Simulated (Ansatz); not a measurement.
# CH8BNSi2: the cost of one run

Computed with Ansatz 0.2.0, Gaussian basis. Level: functionals in def2-TZVPP, the program's frozen cores in correlated methods.

The runs, in order: PBE-D4, r2SCAN-D4, PBE0-D4, B3LYP-D4, ωB97X-V, ωB97M-V, B2PLYP; CCSD(T)/def2-TZVPP; MP2/def2-QZVPP; extrapolation to the limit.

## 1. The geometry

All runs share one geometry, relaxed beforehand with PBE0-D4 in a triple-zeta def2 set.

SMILES `C[SiH]1[SiH2]B1N`, 13 atoms, charge 0, spin multiplicity 1.

Atoms are counted from 1 here; the program's logs count them from 0.

Bond lengths: C1–Si2 1.878 Å, C1–H6 1.092 Å, C1–H7 1.091 Å, C1–H8 1.093 Å, Si2–Si3 2.336 Å, Si2–B4 1.982 Å, Si2–H9 1.491 Å, Si3–B4 2.012 Å, Si3–H10 1.487 Å, Si3–H11 1.490 Å, B4–N5 1.379 Å, N5–H12 1.008 Å, N5–H13 1.008 Å. Angles: Si2–C1–H6 110.5°, Si2–C1–H7 110.4°, Si2–C1–H8 110.6°, H6–C1–H7 108.4°, H6–C1–H8 108.5°, H7–C1–H8 108.4°, C1–Si2–Si3 133.2°, C1–Si2–B4 129.3°, C1–Si2–H9 113.2°, Si3–Si2–B4 54.8°, Si3–Si2–H9 102.1°, B4–Si2–H9 111.1°, Si2–Si3–B4 53.6°, Si2–Si3–H10 113.0°, Si2–Si3–H11 127.4°, B4–Si3–H10 123.5°, B4–Si3–H11 117.4°, H10–Si3–H11 111.4° and more.

## 2. PBE-D4 (GGA)

Input file in.yaml:

```yaml
crystal:
  periodic: [false, false, false]
  atoms:
    - {symbol: C, position_ang: [-2.102649, 0.154149, -0.914365]}
    - {symbol: Si, position_ang: [-0.478942, -0.658745, -0.436948]}
    - {symbol: Si, position_ang: [0.647695, -0.908178, 1.594288]}
    - {symbol: B, position_ang: [1.259204, 0.179509, 0.016165]}
    - {symbol: N, position_ang: [2.053588, 1.281358, -0.220684]}
    - {symbol: H, position_ang: [-2.945164, -0.488313, -0.650218]}
    - {symbol: H, position_ang: [-2.219013, 1.105846, -0.393012]}
    - {symbol: H, position_ang: [-2.136483, 0.344421, -1.989766]}
    - {symbol: H, position_ang: [-0.282305, -1.994300, -1.069874]}
    - {symbol: H, position_ang: [1.086493, -2.306144, 1.846710]}
    - {symbol: H, position_ang: [0.387399, -0.182157, 2.868777]}
    - {symbol: H, position_ang: [1.951528, 1.871768, -1.030798]}
    - {symbol: H, position_ang: [2.798849, 1.565886, 0.394724]}
basis:
  gaussian: {orbitals: def2-TZVPP}
hamiltonian: {xc: pbe, dispersion: d4}
output: {forces: true, orbitals: {seedname: orbitals}}
```

Launch:

```console
> ansatz run in.yaml --threads 4 --pin off --events-out ev --progress --plain --max-ram 10444MiB
```

Q: Estimate wall time and peak memory on 4 threads of Arm Neoverse V1, shared host.

About 3.6 s, with a peak of 0.41 GiB.
